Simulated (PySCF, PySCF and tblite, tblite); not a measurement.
# C₅H₅ClN₂: telling isomers apart by computed NMR, part 3 of 3

PySCF and tblite. Atoms count from 0. Earlier steps stand in the parts before.

### 19 Shieldings, isomer E, conformer 1: KT2/pcSseg-1 in dichloromethane

What the job is given:

```
{"job": {"xc": "KT2", "basis": "pcSseg-1", "solvent": "dichloromethane", "kind": "nmr", "pop": false}, "charge": 0, "multiplicity": 1}
C     -1.954476    -0.485963    -0.032623
C     -0.495084    -0.185135    -0.000646
C      0.005870     1.108524    -0.163438
C      1.380018     1.257656    -0.112145
N      2.196653     0.231350     0.080539
C      1.620054    -0.944564     0.221128
Cl     2.656794    -2.275589     0.468821
N      0.329415    -1.207703     0.191667
H     -2.466879     0.068013     0.752062
H     -2.377570    -0.183631    -0.989058
H     -2.110366    -1.550307     0.113333
H     -0.650417     1.948308    -0.321026
H      1.861601     2.219528    -0.226342
```

What it wrote:

```text
coarse grid: 12280 points
cycle   1  E = -771.7904743886  dE =  1.303e+00  |g| = 5.656e-01  |ddm| = 3.570e+00
cycle   2  E = -771.6672057688  dE =  1.233e-01  |g| = 9.227e-01  |ddm| = 1.264e+00
cycle   3  E = -771.8601803159  dE = -1.930e-01  |g| = 1.411e-01  |ddm| = 7.837e-01
cycle   4  E = -771.8647949954  dE = -4.615e-03  |g| = 4.122e-02  |ddm| = 1.607e-01
cycle   5  E = -771.8651307942  dE = -3.358e-04  |g| = 2.056e-02  |ddm| = 4.772e-02
cycle   6  E = -771.8652264178  dE = -9.562e-05  |g| = 5.624e-03  |ddm| = 2.175e-02
cycle   7  E = -771.8652339901  dE = -7.572e-06  |g| = 1.284e-03  |ddm| = 6.432e-03
final grid: 116632 points
cycle   8  E = -771.8518514831  dE = -2.784e-04  |g| = 2.142e-02  |ddm| = 7.275e-02
cycle   9  E = -771.8517414772  dE =  1.100e-04  |g| = 2.794e-02  |ddm| = 4.939e-02
cycle  10  E = -771.8519300534  dE = -1.886e-04  |g| = 5.573e-03  |ddm| = 3.492e-02
cycle  11  E = -771.8519365418  dE = -6.488e-06  |g| = 2.464e-03  |ddm| = 6.729e-03
cycle  12  E = -771.8519382082  dE = -1.666e-06  |g| = 2.459e-04  |ddm| = 2.557e-03
cycle  13  E = -771.8519382207  dE = -1.249e-08  |g| = 9.228e-05  |ddm| = 2.549e-04
cycle  14  E = -771.8519382223  dE = -1.631e-09  |g| = 3.584e-05  |ddm| = 9.680e-05
cycle  15  E = -771.8519382226  dE = -2.451e-10  |g| = 1.445e-05  |ddm| = 4.041e-05
converged SCF energy = -771.8519382226

GIAO shielding tensors (ppm)
atom      isotropic    diamagn.    paramagn.     s11        s22        s33       span
  0 C      158.817     248.868     -90.051    136.241    150.404    189.806     53.565
  1 C       20.480     257.535    -237.055    -66.918    -12.493    140.852    207.769
  2 C       69.427     256.815    -187.388    -33.623     68.863    173.041    206.664
  3 C       32.614     251.526    -218.912    -63.238     22.633    138.447    201.685
  4 N      -30.047     333.060    -363.107   -218.859   -113.088    241.806    460.665
  5 C       24.076     255.620    -231.544    -48.609     59.783     61.055    109.664
  6 Cl     627.407    1147.252    -519.845    433.267    470.816    978.139    544.872
  7 N      -37.874     334.872    -372.747   -205.060   -112.971    204.408    409.469
  8 H       28.703      28.424       0.278     24.815     27.414     33.878      9.063
  9 H       28.703      28.421       0.282     24.812     27.420     33.876      9.064
 10 H       29.324      28.997       0.327     25.112     28.702     34.157      9.045
 11 H       24.464      33.048      -8.584     22.284     22.954     28.154      5.870
 12 H       23.118      29.252      -6.135     19.129     24.070     26.153      7.024
```

It took 27 s on 1 thread of Arm Neoverse N1, shared host.

Key values: HOMO -6.36 eV, LUMO -2.17 eV; dipole 5.16 D.

### 20 Single-point energy, isomer E, conformer 1: B3LYP/def2-SVP in dichloromethane

The job, as its differences from that of step 19:

```diff
@@ -1,2 +1,2 @@
-{"job": {"xc": "KT2", "basis": "pcSseg-1", "solvent": "dichloromethane", "kind": "nmr", "pop": false}, "charge": 0, "multiplicity": 1}
+{"job": {"xc": "B3LYP", "basis": "def2-SVP", "solvent": "dichloromethane", "kind": "sp"}, "charge": 0, "multiplicity": 1}
 C     -1.954476    -0.485963    -0.032623
```

What it wrote:

```text
coarse grid: 12280 points
cycle   1  E = -762.7333258147  dE =  1.399e+00  |g| = 5.279e-01  |ddm| = 4.242e+00
cycle   2  E = -762.6670982165  dE =  6.623e-02  |g| = 7.749e-01  |ddm| = 1.166e+00
cycle   3  E = -762.7984912208  dE = -1.314e-01  |g| = 7.212e-02  |ddm| = 6.778e-01
cycle   4  E = -762.7995515891  dE = -1.060e-03  |g| = 3.221e-02  |ddm| = 9.972e-02
cycle   5  E = -762.7997797514  dE = -2.282e-04  |g| = 1.102e-02  |ddm| = 3.571e-02
cycle   6  E = -762.7998053484  dE = -2.560e-05  |g| = 3.435e-03  |ddm| = 1.262e-02
cycle   7  E = -762.7998082605  dE = -2.912e-06  |g| = 7.324e-04  |ddm| = 3.957e-03
final grid: 116632 points
cycle   8  E = -762.8965435836  dE = -3.472e-05  |g| = 4.654e-03  |ddm| = 3.212e-02
cycle   9  E = -762.8965418682  dE =  1.715e-06  |g| = 5.399e-03  |ddm| = 1.090e-02
cycle  10  E = -762.8965493012  dE = -7.433e-06  |g| = 6.269e-04  |ddm| = 5.940e-03
cycle  11  E = -762.8965493833  dE = -8.210e-08  |g| = 2.150e-04  |ddm| = 7.066e-04
cycle  12  E = -762.8965493927  dE = -9.368e-09  |g| = 6.918e-05  |ddm| = 2.338e-04
cycle  13  E = -762.8965493937  dE = -1.063e-09  |g| = 2.005e-05  |ddm| = 7.892e-05
cycle  14  E = -762.8965493938  dE = -9.209e-11  |g| = 5.338e-06  |ddm| = 2.601e-05
converged SCF energy = -762.8965493938
```

It took 14 s on 1 thread of Arm Neoverse N1, shared host.

In short: HOMO -7.24 eV, LUMO -1.25 eV; dipole 4.82 D.

### 21 The ensemble, isomer E: properties at KT2/pcSseg-1 in dichloromethane

What the job is given:

```
{"job": {"study": "conf", "smiles": "Cc1ccnc(Cl)n1", "search": {"seed": 5606, "n_embed": 45, "ff_keep": 10, "window": 2.5, "nmax": 4, "temps": [250, 298.15, 350], "t_ref": 298.15, "order": 0.0005}, "level": {"nmr": {"xc": "KT2", "basis": "pcSseg-1", "solvent": "dichloromethane"}, "sp": {"xc": "B3LYP", "basis": "def2-SVP", "solvent": "dichloromethane"}}, "kind": "conf"}, "charge": 0, "multiplicity": 1}
C     -1.954476    -0.485963    -0.032623
C     -0.495084    -0.185135    -0.000646
C      0.005870     1.108524    -0.163438
C      1.380018     1.257656    -0.112145
N      2.196653     0.231350     0.080539
C      1.620054    -0.944564     0.221128
Cl     2.656794    -2.275589     0.468821
N      0.329415    -1.207703     0.191667
H     -2.466879     0.068013     0.752062
H     -2.377570    -0.183631    -0.989058
H     -2.110366    -1.550307     0.113333
H     -0.650417     1.948308    -0.321026
H      1.861601     2.219528    -0.226342
```

What it wrote:

```text
conformer  sym    E(xTB)   E(DFT)   G(298.15 K)  weight  dipole/D
    1     Cs      0.000    0.000    0.000   1.0000    4.825

mean shielding (ppm) by class
class atoms           250 K   298.15 K      350 K
  0 C  0            158.817    158.817    158.817
  1 C  1              20.48      20.48      20.48
  2 C  2             69.427     69.427     69.427
  3 C  3             32.614     32.614     32.614
  4 N  4            -30.047    -30.047    -30.047
  5 C  5             24.076     24.076     24.076
  6 Cl 6            627.407    627.407    627.407
  7 N  7            -37.874    -37.874    -37.874
  8 H  8,9,10         28.91      28.91      28.91
  9 H  11            24.464     24.464     24.464
 10 H  12            23.118     23.118     23.118
```

Wall time 42 s (1 thread of Arm Neoverse N1, shared host). This counts the runs that the step sums up.

The search (ETKDG, MMFF94s, GFN2-xTB) embedded 45 structures, kept 1 distinct ones after the force field and 1 after xTB; 1 was carried on (window 2.5 kcal/mol at the search's own energies). Energies: B3LYP/def2-SVP in dichloromethane with D3(BJ).

Conformer by conformer (298 K):

```tsv
no.	group	mirror pair	ΔE xTB	ΔE DFT	ΔG	weight (%)	μ (D)	A, B, C (GHz)
1	Cs	no	0.00	0.00	0.00	100.0	4.83	3.49, 1.32, 0.96
```

Energies in kcal/mol. ΔG holds xTB vibrations and rotation, symmetry numbers and mirror pairs.

Shifts against references run at the same level (1H TMS 31.60, 13C TMS 186.3 ppm of shielding), by class of atoms, at 298 K:

```tsv
atoms	environment	average
C1	substituted aromatic carbon next to a ring nitrogen	165.9
C5	aromatic carbon bearing chlorine	162.3
C3	aromatic CH next to a ring nitrogen	153.7
C2	aromatic CH	116.9
C0	methyl carbon on an aromatic ring	27.5
H12	hydrogen on an aromatic CH next to a ring nitrogen	8.48
H11	hydrogen on an aromatic CH	7.14
H8, H9, H10	hydrogen on a methyl carbon on an aromatic ring	2.69
N7	pyridine-type ring nitrogen	-37.9 (σ)
N4	pyridine-type ring nitrogen	-30.0 (σ)
Cl6	chlorine bonded to C	627 (σ)
```

Effective distances for nuclear Overhauser effects, ⟨r⁻⁶⟩^(−1/6) over all pairs of two classes (Å): H11···H12 2.53; H8···H11 2.98.

### 22 Shieldings, isomer A, conformer 1: OPBE/pcSseg-1 in dimethylsulfoxide

What the job is given:

```
{"job": {"xc": "OPBE", "basis": "pcSseg-1", "solvent": "dimethylsulfoxide", "kind": "nmr", "pop": false}, "charge": 0, "multiplicity": 1}
C      2.228636     0.137751     0.039488
C      0.739069     0.008856     0.011704
N      0.207976    -1.144542     0.399361
C     -1.116779    -1.246112     0.388574
C     -1.923368    -0.194954    -0.010097
C     -1.273393     0.967986    -0.399065
Cl    -2.159004     2.342413    -0.919452
N      0.041929     1.070366    -0.388626
H      2.540092     0.511772     1.016718
H      2.693246    -0.833553    -0.121087
H      2.559811     0.844135    -0.719783
H     -1.540697    -2.193838     0.706486
H     -3.001906    -0.269794    -0.021948
```

What it wrote:

```text
coarse grid: 12280 points
cycle   1  E = -762.9737507779  dE =  1.207e+00  |g| = 5.198e-01  |ddm| = 3.620e+00
cycle   2  E = -762.8658681947  dE =  1.079e-01  |g| = 8.612e-01  |ddm| = 1.170e+00
cycle   3  E = -763.0331012255  dE = -1.672e-01  |g| = 1.594e-01  |ddm| = 7.301e-01
cycle   4  E = -763.0388086014  dE = -5.707e-03  |g| = 5.535e-02  |ddm| = 1.712e-01
cycle   5  E = -763.0394350719  dE = -6.265e-04  |g| = 2.411e-02  |ddm| = 6.660e-02
cycle   6  E = -763.0395672169  dE = -1.321e-04  |g| = 6.776e-03  |ddm| = 2.405e-02
cycle   7  E = -763.0395773487  dE = -1.013e-05  |g| = 2.048e-03  |ddm| = 7.216e-03
cycle   8  E = -763.0395780737  dE = -7.250e-07  |g| = 1.003e-03  |ddm| = 2.458e-03
final grid: 116632 points
cycle   9  E = -763.0480065286  dE = -2.270e-04  |g| = 1.557e-02  |ddm| = 7.271e-02
cycle  10  E = -763.0479994225  dE =  7.106e-06  |g| = 1.416e-02  |ddm| = 2.817e-02
cycle  11  E = -763.0480366066  dE = -3.718e-05  |g| = 3.908e-03  |ddm| = 1.696e-02
cycle  12  E = -763.0480406520  dE = -4.045e-06  |g| = 9.206e-04  |ddm| = 4.151e-03
cycle  13  E = -763.0480408526  dE = -2.006e-07  |g| = 3.312e-04  |ddm| = 1.054e-03
cycle  14  E = -763.0480408790  dE = -2.647e-08  |g| = 7.891e-05  |ddm| = 3.532e-04
cycle  15  E = -763.0480408802  dE = -1.158e-09  |g| = 3.363e-05  |ddm| = 7.877e-05
cycle  16  E = -763.0480408804  dE = -2.576e-10  |g| = 4.159e-06  |ddm| = 2.614e-05
converged SCF energy = -763.0480408804

GIAO shielding tensors (ppm)
atom      isotropic    diamagn.    paramagn.     s11        s22        s33       span
  0 C      158.518     246.272     -87.754    135.824    151.513    188.218     52.394
  1 C       20.829     255.190    -234.361    -46.318     -7.541    116.345    162.663
  2 N      -35.794     332.664    -368.457   -265.972   -124.608    283.199    549.171
  3 C       30.557     249.342    -218.785    -70.893     20.161    142.403    213.295
  4 C       67.503     254.276    -186.773    -25.770     65.002    163.278    189.048
  5 C       23.102     252.304    -229.203    -60.428     37.259     92.474    152.902
  6 Cl     631.712    1146.572    -514.860    454.342    500.851    939.944    485.602
  7 N      -35.757     334.022    -369.779   -233.044   -108.153    233.925    466.969
  8 H       28.356      27.182       1.174     25.663     26.247     33.158      7.495
  9 H       28.749      27.870       0.879     24.519     27.818     33.910      9.391
 10 H       28.819      28.014       0.805     24.446     28.501     33.511      9.066
 11 H       22.563      29.403      -6.840     18.906     22.491     26.292      7.386
 12 H       24.244      30.696      -6.452     21.244     22.844     28.644      7.400
```

Run time: 27 s. Hardware: 1 thread of Arm Neoverse N1, shared host.

This run: HOMO -6.17 eV, LUMO -2.25 eV; dipole 2.04 D.

### 23 Averages, isomer A: properties at OPBE/pcSseg-1 in dimethylsulfoxide

What the job is given:

```
{"job": {"study": "conf", "smiles": "Cc1nccc(Cl)n1", "search": {"seed": 5606, "n_embed": 45, "ff_keep": 10, "window": 2.5, "nmax": 4, "temps": [250, 298.15, 350], "t_ref": 298.15, "order": 0.0005}, "level": {"nmr": {"xc": "OPBE", "basis": "pcSseg-1", "solvent": "dimethylsulfoxide"}, "alter": {"geometry": "GFN1-xTB"}, "change": "OPBE/pcSseg-1; solvent dimethylsulfoxide; GFN1-xTB geometries"}, "kind": "conf"}, "charge": 0, "multiplicity": 1}
C      2.228636     0.137751     0.039488
C      0.739069     0.008856     0.011704
N      0.207976    -1.144542     0.399361
C     -1.116779    -1.246112     0.388574
C     -1.923368    -0.194954    -0.010097
C     -1.273393     0.967986    -0.399065
Cl    -2.159004     2.342413    -0.919452
N      0.041929     1.070366    -0.388626
H      2.540092     0.511772     1.016718
H      2.693246    -0.833553    -0.121087
H      2.559811     0.844135    -0.719783
H     -1.540697    -2.193838     0.706486
H     -3.001906    -0.269794    -0.021948
```

What it wrote:

```text
conformer  sym    E(xTB)   E(DFT)   G(298.15 K)  weight  dipole/D
    1     C1      0.000    0.000    0.000   1.0000    2.042

mean shielding (ppm) by class
class atoms           250 K   298.15 K      350 K
  0 C  0            158.518    158.518    158.518
  1 C  1             20.829     20.829     20.829
  2 N  2            -35.794    -35.794    -35.794
  3 C  3             30.557     30.557     30.557
  4 C  4             67.503     67.503     67.503
  5 C  5             23.102     23.102     23.102
  6 Cl 6            631.712    631.712    631.712
  7 N  7            -35.757    -35.757    -35.757
  8 H  8,9,10        28.642     28.642     28.642
  9 H  11            22.563     22.563     22.563
 10 H  12            24.244     24.244     24.244
```

Wall time 27 s (1 thread of Arm Neoverse N1, shared host). This counts the runs that the step sums up.

Against the first level, at 298 K (shieldings, ppm; largest changes first):

```tsv
atoms	KT2/pcSseg-1 in dichloromethane	OPBE/pcSseg-1 in dimethylsulfoxide	change
N2	-28.8	-35.8	-6.9
N7	-31.9	-35.8	-3.8
Cl6	629	632	+2
C3	32.7	30.6	-2.2
C4	68.7	67.5	-1.2
C0	157.6	158.5	+0.9
C1	21.6	20.8	-0.8
C5	23.6	23.1	-0.5
H11	23.04	22.56	-0.48
H12	24.50	24.24	-0.25
```

Weights: from B3LYP/def2-SVP in dichloromethane energies 1: 100 %; from OPBE/pcSseg-1 in dimethylsulfoxide energies 1: 100 % (with a dispersion term where the level has one and the same thermal terms, so they don't follow from the SCF energies alone). Times: 46 s and 27 s.

### 24 Which isomer fits the signals?

What the job is given:

```
{"job": {"study": "set", "relation": "regioisomers", "members": [{"smiles": "[CH3:1][c:2]1[n:3][cH:4][cH:5][c:6]([Cl:7])[n:8]1"}, {"smiles": "[CH3:1][c:2]1[cH:3][c:4]([Cl:5])[n:6][cH:7][n:8]1"}, {"smiles": "[CH3:1][c:2]1[n:3][cH:4][n:5][cH:6][c:7]1[Cl:8]"}, {"smiles": "[CH3:1][c:2]1[n:3][cH:4][c:5]([Cl:6])[cH:7][n:8]1"}, {"smiles": "[CH3:1][c:2]1[cH:3][cH:4][n:5][c:6]([Cl:7])[n:8]1"}], "charge": 0, "search": {"seed": 5606, "n_embed": 45, "ff_keep": 10, "window": 2.5, "nmax": 4, "temps": [250, 298.15, 350], "t_ref": 298.15, "order": 0.0005}, "level": {"nmr": {"xc": "KT2", "basis": "pcSseg-1", "solvent": "dichloromethane"}, "sp": {"xc": "B3LYP", "basis": "def2-SVP", "solvent": "dichloromethane"}}, "dp4": {"C": [2.5, 10], "H": [0.15, 10]}, "second_levels": [{"nmr": {"xc": "OPBE", "basis": "pcSseg-1", "solvent": "dimethylsulfoxide"}, "wide": true, "alter": {"geometry": "GFN1-xTB"}, "change": "OPBE/pcSseg-1; solvent dimethylsulfoxide; GFN1-xTB geometries"}], "kind": "set"}, "charge": 0, "multiplicity": 1}
C      2.223994     0.136593     0.037636
C      0.741617     0.007492     0.012051
N      0.207427    -1.142029     0.397657
C     -1.111206    -1.238200     0.386132
C     -1.934551    -0.195485    -0.009442
C     -1.266975     0.960949    -0.396152
Cl    -2.143564     2.343120    -0.919490
N      0.043386     1.066111    -0.388219
H      2.531621     0.509855     1.013579
H      2.682243    -0.835244    -0.117529
H      2.547427     0.846236    -0.717445
H     -1.518104    -2.188843     0.705106
H     -3.007703    -0.270068    -0.021612
```

What it wrote:

```text
isomer  G rel   conformers  SMILES
A     0.000      1   Cc1nccc(Cl)n1
B     1.244      1   Cc1cc(Cl)ncn1
C     4.037      1   Cc1ncncc1Cl
D     4.626      1   Cc1ncc(Cl)cn1
E     1.404      1   Cc1ccnc(Cl)n1

signals of isomer A at the second level: probabilities [0.77776, 0.0703, 0.0, 0.0, 0.15194]
```

Run time: 4.1 min. Hardware: 1 thread of Arm Neoverse N1, shared host. This counts the whole study up to here.

The 5 candidates (regioisomers), with energies and dipoles from their ensembles above, at 298 K; shieldings at KT2/pcSseg-1 in dichloromethane:

```tsv
isomer	SMILES	conformers	ΔE	ΔG	μ rms (D)
A	Cc1nccc(Cl)n1	1	0.00	0.00	1.83
B	Cc1cc(Cl)ncn1	1	0.33	1.24	3.19
C	Cc1ncncc1Cl	1	2.86	4.04	1.79
D	Cc1ncc(Cl)cn1	1	3.85	4.63	0.41
E	Cc1ccnc(Cl)n1	1	0.40	1.40	4.83
```

Energies in kcal/mol.

The signals of isomer A, computed at a second level (OPBE/pcSseg-1 in dimethylsulfoxide on GFN1-xTB geometries), stand in for a spectrum. The test takes 5 C values, 5 H values (hydrogens on carbon alone). Each candidate's shieldings are matched to them as sorted lists by a straight-line fit, or by a shift alone where signals are few or close (slope 1; a small slope inflates the errors), and the errors are weighed by Student-t tails (C: width 2.5 ppm, H: width 0.15 ppm).

```tsv
candidate	C slope	C mean error	C largest	H slope	H mean error	H largest	P(C)	P(H)	P(all)
A	0.99	0.6	1.0	0.95	0.04	0.09	47.5	66.6	77.8
B	0.99	1.0	2.2	1.00	0.07	0.18	19.3	14.8	7.0
C	0.94	8.0	20.0	1.09	0.33	0.83	0.0	0.0	0.0
D	0.94	6.8	17.1	1.04	0.39	0.97	0.0	0.0	0.0
E	1.00	0.8	1.4	0.97	0.07	0.17	33.2	18.6	15.2
```

Errors in ppm, probabilities in per cent.

### 25 Results

The summary covers parts 1 to 3.

```
                                                                quantity                                                 value
                                                    conformers, isomer A  1; the first in weight is no. 1 (C1), 100 % at 298 K
                                       root-mean-square dipole, isomer A                                                1.83 D
         averaged 13C shifts, isomer A (KT2/pcSseg-1 in dichloromethane)                  164.7, 162.7, 153.6, 117.7, 28.7 ppm
          averaged 1H shifts, isomer A (KT2/pcSseg-1 in dichloromethane)                                  8.56, 7.11, 2.83 ppm
                                                    conformers, isomer B  1; the first in weight is no. 1 (Cs), 100 % at 298 K
                                       root-mean-square dipole, isomer B                                                3.19 D
         averaged 13C shifts, isomer B (KT2/pcSseg-1 in dichloromethane)                  164.6, 162.4, 153.0, 120.4, 27.1 ppm
          averaged 1H shifts, isomer B (KT2/pcSseg-1 in dichloromethane)                                  8.73, 7.36, 2.75 ppm
                                                    conformers, isomer C  1; the first in weight is no. 1 (Cs), 100 % at 298 K
                                       root-mean-square dipole, isomer C                                                1.79 D
         averaged 13C shifts, isomer C (KT2/pcSseg-1 in dichloromethane)                  160.6, 150.5, 150.4, 136.8, 26.8 ppm
          averaged 1H shifts, isomer C (KT2/pcSseg-1 in dichloromethane)                                  8.82, 8.55, 2.75 ppm
                                                    conformers, isomer D  1; the first in weight is no. 1 (Cs), 100 % at 298 K
                                       root-mean-square dipole, isomer D                                                0.41 D
         averaged 13C shifts, isomer D (KT2/pcSseg-1 in dichloromethane)                         161.5, 151.1, 134.2, 28.0 ppm
          averaged 1H shifts, isomer D (KT2/pcSseg-1 in dichloromethane)                                        8.55, 2.89 ppm
                                                    conformers, isomer E  1; the first in weight is no. 1 (Cs), 100 % at 298 K
                                       root-mean-square dipole, isomer E                                                4.83 D
         averaged 13C shifts, isomer E (KT2/pcSseg-1 in dichloromethane)                  165.9, 162.3, 153.7, 116.9, 27.5 ppm
          averaged 1H shifts, isomer E (KT2/pcSseg-1 in dichloromethane)                                  8.48, 7.14, 2.69 ppm
                                                   lowest in free energy                                              isomer A
signals of A (OPBE/pcSseg-1 in dimethylsulfoxide on GFN1-xTB geometries)                                      best fit A, 78 %
```

What this shows: The search found one conformer for isomer A in the window, so the averages are its own values. The search found one conformer for isomer B in the window, so the averages are its own values. The search found one conformer for isomer C in the window, so the averages are its own values. The search found one conformer for isomer D in the window, so the averages are its own values. The search found one conformer for isomer E in the window, so the averages are its own values. Between KT2/pcSseg-1 in dichloromethane and OPBE/pcSseg-1 in dimethylsulfoxide, N2 of isomer A changes most, by 6.9 ppm of raw shielding (the geometries differ too). The test names the right isomer, A, with 78 %, which is no clear verdict. The stand-in spectrum is computed, so it shares conformers and some errors with the candidates; a measured one would test harder.
